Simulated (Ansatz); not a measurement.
# C2H4N2Si: how energies converge with the basis set

The task here is to estimate one member of a computed series from the others.

The runs use Ansatz 0.2.0, Gaussian basis; one geometry, several basis sets.

Levels to be run: PBE0-D4/def2-SVP; ωB97M-V/def2-SVP; PBE0-D4/def2-QZVPP; ωB97M-V/def2-QZVPP; the functionals' def2-TZVPP values are taken from earlier runs.

## The relaxed structure

The geometry comes from an earlier relaxation with PBE0-D4 in a triple-zeta def2 set; it is a stationary point, not always the lowest conformer.

SMILES `N=C[SiH]1C=N1`, 9 atoms, charge 0, spin multiplicity 1.

Atoms are counted from 1 here; the program's logs count them from 0.

Bond lengths: N1–C2 1.270 Å, N1–H6 1.022 Å, C2–Si3 1.864 Å, C2–H7 1.100 Å, Si3–C4 1.784 Å, Si3–N5 1.801 Å, Si3–H8 1.473 Å, C4–N5 1.272 Å, C4–H9 1.091 Å. Angles: C2–N1–H6 111.9°, N1–C2–Si3 118.1°, N1–C2–H7 123.3°, Si3–C2–H7 118.7°, C2–Si3–C4 121.0°, C2–Si3–N5 117.0°, C2–Si3–H8 114.3°, C4–Si3–N5 41.6°, C4–Si3–H8 123.2°, N5–Si3–H8 119.1°, Si3–C4–N5 69.9°, Si3–C4–H9 160.8°, N5–C4–H9 129.3°, Si3–N5–C4 68.5°.

The first run:

in.yaml reads:

```yaml
crystal:
  periodic: [false, false, false]
  atoms:
    - {symbol: N, position_ang: [-0.419679, 0.863718, 2.017996]}
    - {symbol: C, position_ang: [-0.324055, 0.847240, 0.751540]}
    - {symbol: Si, position_ang: [0.090831, -0.770567, -0.075420]}
    - {symbol: C, position_ang: [0.758254, -0.810928, -1.728998]}
    - {symbol: N, position_ang: [-0.498895, -1.003255, -1.761151]}
    - {symbol: H, position_ang: [-0.646496, 1.795697, 2.370793]}
    - {symbol: H, position_ang: [-0.470730, 1.738561, 0.123876]}
    - {symbol: H, position_ang: [0.125395, -1.927055, 0.836601]}
    - {symbol: H, position_ang: [1.473975, -0.779610, -2.552338]}
basis:
  gaussian: {orbitals: def2-SVP}
hamiltonian: {xc: pbe0, dispersion: d4}
output: {orbitals: {seedname: orbitals}}
```

Launch:

```console
$ ansatz run in.yaml --threads 2 --pin off --events-out ev --progress --plain --max-ram 4352MiB
```

Steps of the session up to this table: PBE0-D4 in def2-SVP; ωB97M-V in def2-SVP; PBE0-D4 in def2-QZVPP; ωB97M-V in def2-QZVPP.

One table of the session follows, with a row left open; its other results are not shown here.

It belongs to the step «Functionals by basis». 

| functional | basis | HOMO (eV) |
| --- | --- | --- |
| PBE0-D4 | def2-SVP | -6.63 |
| PBE0-D4 | def2-TZVPP | -6.72 |
| PBE0-D4 | def2-QZVPP | -6.76 |
| ωB97M-V | def2-SVP | -8.72 |
| ωB97M-V | def2-TZVPP | ? |
| ωB97M-V | def2-QZVPP | -8.87 |

**Question.** Estimate the row for ωB97M-V, def2-TZVPP.

As computed: HOMO (eV): -8.84. In the column «HOMO (eV)» it lies between ωB97M-V, def2-QZVPP (-8.87) and ωB97M-V, def2-SVP (-8.72).
